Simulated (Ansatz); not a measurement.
Runs of Ansatz 0.2.0 on RhN. Symmetry: P-6m2, No. 187, hexagonal system. Conventional cell: a = 2.963 Å, b = 2.963 Å, c = 2.892 Å, α = 90.00°, β = 90.00°, γ = 120.00°. Rh (site symmetry -6m2) is surrounded by 6 N at 2.24 Å. N (site symmetry -6m2) is surrounded by 6 Rh at 2.24 Å. The cell comes from a database or a generator and needn't be the stable form of this composition.

```tsv
level	spin	U	gap on the mesh (eV)	pressure (GPa)	moment (μB)
PBE+U	collinear, antiferromagnetic start	Rh d U = 2 eV	none	(a)	0.00
PBE+U	collinear, ferrimagnetic start	Rh d U = 7 eV	none	-1.9	0.00
PBE+U	collinear, antiferromagnetic start	Rh d U = 7 eV	none	-1.9	0.00
PBEsol+U	collinear, ferrimagnetic start	Rh d U = 7 eV	none	-12.6	0.00
```

Alike in all rows: task single point; potentials or basis Ansatz PAW; cell another cell of the same crystal, with 4 atoms; k mesh 7 × 7 × 4; cutoff (eV) 420; smearing gaussian 0.05 eV.

Task: Estimate the missing entries.

Result: (a) -11.6.

Caveats: the magnetic or orbital state may not be the lowest; the starting moments weren't kept (some runs); the PAW data sets come from PBE, with cores solved anew for the run's functional, which leaves a small shift of forces and pressure (some runs).

A k mesh can miss the band edges, and the runs leave out spin-orbit coupling on Rh.

A gap of «none» marks a metal or a gap under the smearing width.
